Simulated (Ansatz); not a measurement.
# SnAs: from the listed structure to its properties, part 2 of 2

Aim: for SnAs, relax cell and atoms and see whether it has a gap, which orbitals make up the states near it and how charge is shared.

Ansatz 0.2.0; DFT LDA, scalar-relativistic, plane waves, PAW. Earlier steps stand in the parts before.

## 4. Electronic structure at the relaxed geometry

The COD entry's cell or inner coordinates are ideal or old and differ from later refinements, so a difference from it is no clean test against experiment.

Contents of input.yaml:

```yaml
crystal:
  lattice:
    - [0.0, 2.8344365183, 2.8344365183]
    - [2.8344365183, 0.0, 2.8344365183]
    - [2.8344365183, 2.8344365183, 0.0]
  atoms:
    - { symbol: Sn, position: [0.0, 0.0, 0.0] }
    - { symbol: As, position: [0.5, 0.5, 0.5] }
basis:
  ecutwfc: 420
kpoints:
  mp_grid: { grid: [12, 12, 12] }
  band_path:
    path:
      - [[0.0, 0.0, 0.0], [0.5, 0.0, 0.5], [0.625, 0.25, 0.625]]
      - [[0.375, 0.375, 0.75], [0.0, 0.0, 0.0], [0.5, 0.5, 0.5], [0.5, 0.25, 0.75], [0.5, 0.0, 0.5]]
    npoints: 14
hamiltonian:
  xc: lda
scf:
  occupations: { method: gaussian, width: 0.1 }
  n_extra_bands: 6
output:
  forces: true
  stress: true
  eigenvalues: true
  populations: true
  dos: { projected: true, de: 0.02, nscf_kmesh: { grid: [18, 18, 18] } }
  bader: true
  write_density: true
  write_potential: true
  elf: true
  volumetric_format: npy
```

On the command line:

```
$ ansatz run input.yaml --threads 1 --pin off --max-ram 2560MiB --backend cpu --events-out ev --progress --plain --runs-dir out
```

What it wrote:

```text
Warning: RAYON_NUM_THREADS=1 ignored (pool sized by the plan → 1); use --threads N
scf.n_extra_bands = 6 over 15 filled bands (N_el = 29.0): the run solves 21 bands
Engine: ansatz 0.2.0, x86_64-unknown-linux-gnu
Pseudopotentials: kind: paw
Pseudopotential: Sn, paw, valence charge 14, recommended cutoff 420 eV (normal), Sn.paw.azcp
Pseudopotential: As, paw, valence charge 15, recommended cutoff 420 eV (normal), As.paw.azcp
Functional definition: SPW92
  exchange = slater_x
  correlation = pw_c
Crystal: 2 atoms, lattice volume = 45.544 Å³
Basis set: ecut = 420 eV, 893 PW (Γ)
Bands: 21, of which v1, the nominal top of the filled ones, is band 15 counted from 1 (14 counted from 0)
Symmetry: 48 space group operations
Space group: Fm-3m (ITA 225), of the structure as read, at distance tolerance 3.6e-5 Å
k-points: 72 of 1728
Non-local potential: Sn, projectors of the file, l = 0: 2, l = 1: 2, l = 2: 2, l = 3: 2
Non-local potential: As, projectors of the file, l = 0: 2, l = 1: 2, l = 2: 3, l = 3: 1
PAW form: soft (Blöchl's): semilocal exchange-correlation on the pseudo side does not see the compensation charge
PAW frozen core: Sn, regenerated for the run's functional, and the local potential with it (the file was generated under x = pbe(κ = 0.804, μ = 0.2195149727645171), c = pbe(β = 0.06672455060314922))
PAW frozen core: As, regenerated for the run's functional, and the local potential with it (the file was generated under x = pbe(κ = 0.804, μ = 0.2195149727645171), c = pbe(β = 0.06672455060314922))
PAW one-centre angular grid: Sn, 590 points (default); XC on 64 Gauss nodes
PAW one-centre angular grid: As, 590 points (default); XC on 64 Gauss nodes
Initial density: superposition of atomic densities (neutral atoms: chi_scale 0, normalization atom), corrected by the library's trained network
Initial wavefunctions: pseudopotential atomic-orbital guess
Functional: x = slater, c = lda
SCF iter   1: F=—  HF=-10653.399106 eV  |F-HF|=—  |Δ(HF+E_count)|=         —  Δρ=5.89e-3  dr2=7.77e-3  ethr=1.77e-3  ⟨swp⟩=5.8  Hψ=7332  notcnv=0  defer=5
preconditioner: auto → none  [insulator: Δε(μ)=0.129 eV  Ē_g=20.174 eV  σ=0.100 eV  W_gap=0.61  n_scr=14 (ndim 8)  ℏωp=24.0 eV  f_vac=0.000  D(μ)=0.38/eV (n_scr^D=0)  ε∞_Penn≈2.4]
SCF iter   2: F=—  HF=-10653.394558 eV  |F-HF|=—  |Δ(HF+E_count)|=   4.55e-3  Δρ=2.55e-3  dr2=1.34e-3  ethr=2.68e-5  ⟨swp⟩=2.3  Hψ=3010  notcnv=0  defer=7
SCF iter   3: F=—  HF=-10653.394149 eV  |F-HF|=—  |Δ(HF+E_count)|=   4.09e-4  Δρ=4.09e-4  dr2=1.14e-4  ethr=4.61e-6  ⟨swp⟩=2.0  Hψ=1746  notcnv=0  defer=7
SCF iter   4: F=—  HF=-10653.394097 eV  |F-HF|=—  |Δ(HF+E_count)|=   5.20e-5  Δρ=1.43e-4  dr2=5.37e-6  ethr=3.92e-7  ⟨swp⟩=2.1  Hψ=2120  notcnv=0  defer=7
SCF iter   5: F=—  HF=-10653.394096 eV  |F-HF|=—  |Δ(HF+E_count)|=   9.82e-7  Δρ=4.62e-5  dr2=6.36e-7  ethr=1.85e-8  ⟨swp⟩=2.0  Hψ=2062  notcnv=0  defer=7
SCF iter   6: F=-10653.394096 eV  HF=-10653.394096 eV  |F-HF|=2.92e-9  |Δ(HF+E_count)|=   3.26e-7  Δρ=6.49e-6  dr2=9.62e-9  ethr=3.45e-10  ⟨swp⟩=11.5  Hψ=10257  notcnv=0
SCF 1 converged in 6 iterations: F = -10653.394096 eV  dr2 = 9.62e-9
NSCF: frozen V_eff on 86 k-points
NSCF: frozen V_eff on 195 k-points
SCF converged after 6 iterations
Free energy (F): -10653.394096 eV
Harris-Foulkes:  -10653.394096 eV  (|F-HF|=2.92e-9)
Internal energy: -10653.392187 eV  (E = F + TS)
E sigma→0 (E₀):  -10653.393141 eV
Entropy (-TS):   -0.001908 eV (-0.954 meV/atom)
Fermi energy:    11.257941 eV
--- Per-component energies (eV) ---
  E_band       = -295.208964
  E_kinetic    = 292.723091
  E_local      = -2443.021723  (includes V_loc(G=0)·N_el)
  E_nonlocal   = -693.274869
  E_hartree    = 1427.884435
  E_xc         = -458.986720
  E_vxc        = -179.477435  (∫ρ·V_xc dr)
  E_paw        = -5748.415701  (= ΣΔE_a)
  E_vpaw       = -127.924602  (= ΣTr[D̂ρ^β])
  E_aug_tail   = 0.000007  (compensation charges beyond the density's cutoff)
  E_ewald      = -3032.800835
  E_core_change = 2.500128  (= ΣΔE_core)
  E_smearing   = -0.001908  (= −TS)
  E_closure    = 0.000000  (closes the sum)
  Σ components = -10653.394096   (vs F -10653.394096, Δ=0.00e0)
--- Forces (eV/Å), atoms counted from 1 ---
  atom   1  Sn     0.00000000    -0.00000000    -0.00000000
  atom   2  As     0.00000000    -0.00000000    -0.00000000
  max |Σ_I F_I| component: 1.05e-29 eV/Å
--- Stress (GPa, compression-positive) ---
       -0.006386      -0.000000      -0.000000
       -0.000000      -0.006386      -0.000000
       -0.000000      -0.000000      -0.006386
  P = ⅓ Tr σ = -0.0064 GPa (-0.064 kbar)
--- Band table (eV; the first three rows and the last of 72) ---
  k-point 0: bands = ["-24.4189", "-24.4189", "-24.4113", "-24.4113", "-24.4113", "-10.2522", "-10.2522", "-10.2392", "-10.2392", "-10.2392", "-2.2123", "8.5777", "10.0962", "10.0962", "10.0962", "16.7564", "16.7564", "16.7564", "17.3337", "17.3337", "17.3337"]
  k-point 1: bands = ["-24.4189", "-24.4189", "-24.4113", "-24.4113", "-24.4113", "-10.2531", "-10.2531", "-10.2390", "-10.2379", "-10.2379", "-2.1266", "7.8159", "10.1059", "10.1059", "10.6910", "16.2008", "16.2098", "16.2098", "17.3356", "17.5525", "17.5525"]
  k-point 2: bands = ["-24.4188", "-24.4188", "-24.4112", "-24.4111", "-24.4111", "-10.2561", "-10.2561", "-10.2384", "-10.2337", "-10.2337", "-1.8723", "6.5418", "10.1436", "10.1436", "11.4415", "15.2180", "15.2180", "15.3822", "17.3744", "18.0848", "18.0848"]
  k-point 71: bands = ["-24.4191", "-24.4181", "-24.4107", "-24.4107", "-24.4095", "-10.2931", "-10.2526", "-10.2290", "-10.2290", "-10.2023", "0.7529", "3.9945", "6.2551", "6.2551", "12.1664", "13.4036", "17.2667", "17.2667", "20.2142", "20.2142", "24.7283"]
--- Löwdin populations: 2 sites ---
  site symbol       q [e]
     0     Sn     13.6790
     1     As     15.2593
  spilling = 0.002127 (of n_electrons = 29.000000)
--- Bader charges: 2 sites ---
  site symbol  charge [e]  shift [e]
     0     Sn      0.6238     0.0000
     1     As     -0.6238     0.0000
  estimated error of the sums over rays = 2.8e-4 e
```

Wall time 14 s (1 thread of Intel Xeon 6975P-C (Granite Rapids), shared host); peak memory 0.45 GiB.

By site:

```csv
atom,Löwdin electrons,Bader charge (e),Bader volume (Å³)
Sn1,13.68,+0.62,21.5
As2,15.26,-0.62,24.0
```

From bands.tsv, the levels nearest the Fermi level at the path's corners, in eV from the Fermi level:

```tsv
point	band 12	band 13	band 14	band 15	band 16	band 17	band 18	band 19
Γ	-2.68	-1.16	-1.16	-1.16	5.50	5.50	5.50	6.08
X	-6.03	-5.67	-3.43	-3.43	2.68	7.62	7.62	9.17
U	-7.40	-5.49	-2.78	-1.89	4.54	5.09	6.22	7.82
K	-7.40	-5.49	-2.78	-1.89	4.54	5.09	6.22	7.82
Γ	-2.68	-1.16	-1.16	-1.16	5.50	5.50	5.50	6.08
L	-8.73	-0.65	-0.65	0.82	1.30	1.30	2.42	9.92
W	-7.26	-5.00	-5.00	0.91	2.15	6.01	6.01	8.96
X	-6.03	-5.67	-3.43	-3.43	2.68	7.62	7.62	9.17
```

Counts of states by energy window (eV from the Fermi level), total and by projection:

```
from  to  total  Sn 5s  Sn 5p  As 4s  As 4p
  -8  -7   0.93   0.52   0.03   0.07   0.30
  -7  -6   0.55   0.26   0.03   0.10   0.16
  -6  -5   0.42   0.09   0.11   0.05   0.16
  -5  -4   0.67   0.06   0.24   0.03   0.32
  -4  -3   1.04   0.05   0.38   0.03   0.57
  -3  -2   1.16   0.05   0.38   0.03   0.68
  -2  -1   1.15   0.07   0.31   0.03   0.72
  -1   0   0.82   0.10   0.21   0.03   0.46
   0   1   0.88   0.17   0.27   0.04   0.38
   1   2   0.57   0.03   0.36   0.05   0.10
   2   3   1.02   0.04   0.63   0.08   0.20
   3   4   1.19   0.06   0.47   0.05   0.28
   4   5   1.34   0.05   0.50   0.03   0.34
   5   6   1.22   0.03   0.47   0.01   0.32
```

Below -8 eV lie 22 or so more states.

The maps below are laid out on this run's own conventional cell (a, b, c = 5.669, 5.669, 5.669 Å).

Density in a lattice plane of the grid's cell (edges 5.67 and 5.67 Å, at 0.000 of the third edge), which holds Sn and As.

Ten even steps from '0' (0.09 e/Å³) to '9' (29.66 e/Å³):
```
321000000014641000000012
110000000000100000000001
000000000000000000000000
000000000000000000000000
000000000000000000000000
000000000000000000000000
000000000000000000000000
100000000001110000000000
641000000012321000000014
972000000024542000000027
641000000012321000000014
100000000001110000000000
000000000000000000000000
000000000000000000000000
000000000000000000000000
000000000000000000000000
000000000000000000000000
110000000000100000000001
321000000014641000000012
542000000027972000000024
```
Columns run along the first of these edges and rows up along the second, over one cell in 24 and 20 even steps from the bottom left corner. Atoms in the plane (fractional): Sn at (0.00, 0.00), Sn at (0.50, 0.50), As at (0.00, 0.50), As at (0.50, 0.00).

ELF in the same plane.

Ten even steps from ' ' (0.00) to '@' (0.68):
```
    ..--==++##@@@@@@**==--==**@@@@@@##++==--..  
..::--====++**%%@@@@@@######@@@@@@%%**++====--::
==============++##@@@@@@@@@@@@@@##++============
++++====--::::--++##%%@@@@@@%%##++--::::--====++
####**++--::..::--++**######**++--::..::--++**##
@@@@%%##++--::::--====++++++====--::::--++##%%@@
@@@@@@@@##++==========================++##@@@@@@
####@@@@@@%%**++====--::..::--====++**%%@@@@@@##
--==**@@@@@@##++==--..      ..--==++##@@@@@@**==
==--++%%@@@@##++==--          --==++##@@@@%%++--
--==**@@@@@@##++==--..      ..--==++##@@@@@@**==
####@@@@@@%%**++====--::..::--====++**%%@@@@@@##
@@@@@@@@##++==========================++##@@@@@@
@@@@%%##++--::::--====++++++====--::::--++##%%@@
####**++--::..::--++**######**++--::..::--++**##
++++====--::::--++##%%@@@@@@%%##++--::::--====++
==============++##@@@@@@@@@@@@@@##++============
..::--====++**%%@@@@@@######@@@@@@%%**++====--::
    ..--==++##@@@@@@**==--==**@@@@@@##++==--..  
      --==++##@@@@%%++--==--++%%@@@@##++==--    
```
Columns run along the first of these edges and rows up along the second, over one cell in 24 and 20 even steps from the bottom left corner. Atoms in the plane (fractional): Sn at (0.00, 0.00), Sn at (0.50, 0.50), As at (0.00, 0.50), As at (0.50, 0.00).

Both are smooth fields of the valence electrons: close to the nuclei they are not physical.

Maxima of ELF outside the ion cores: 0.68 in the shell around As, 0.9 Å from As.

## 5. Outcome

What follows sums up all 2 parts. Changes of volume or cell count from the first structure of part 1.

```
                                                               quantity                                                                      value
                                            relaxed cell (conventional)  a = 5.669 Å, b = 5.669 Å, c = 5.669 Å, α = 90.00°, β = 90.00°, γ = 90.00°
                                                   space group (0.01 Å)                                                            Fm-3m (No. 225)
                                                                 volume                                                              22.77 Å³/atom
formation energy (elements from runs with the same settings, not shown)                                                              -0.09 eV/atom
                                                                    gap                                                               none (metal)
                                              states at the Fermi level                                                       0.64 per eV per cell
                                                          Bader charges                                                       Sn +0.62, As -0.62 e
```

What this shows: Relaxation lowered the volume by 0.6 %. LDA usually gives cells that are too small. Against the measured lattice constant a of SnAs, 5.72513 Å (quoted in “Electronic Band Structure and Superconducting Properties of SnAs”, 2019, arxiv:1910.07426), the calculated 5.669 Å is off by -1.0 %. 3 values of this kind are on record (5.721 to 5.72513 Å); this one was drawn at random among those near their median, those with a stated uncertainty first. That is the cell relaxed with LDA, without thermal expansion or zero-point motion. Bands cross the Fermi level: a metal at this level of theory. Of the projected weight within 0.25 eV of the Fermi level, the largest part is As 4p (42 %) and Sn 5p (34 %). Bader charges reach 0.6 e, so charge transfer in this metal is moderate.
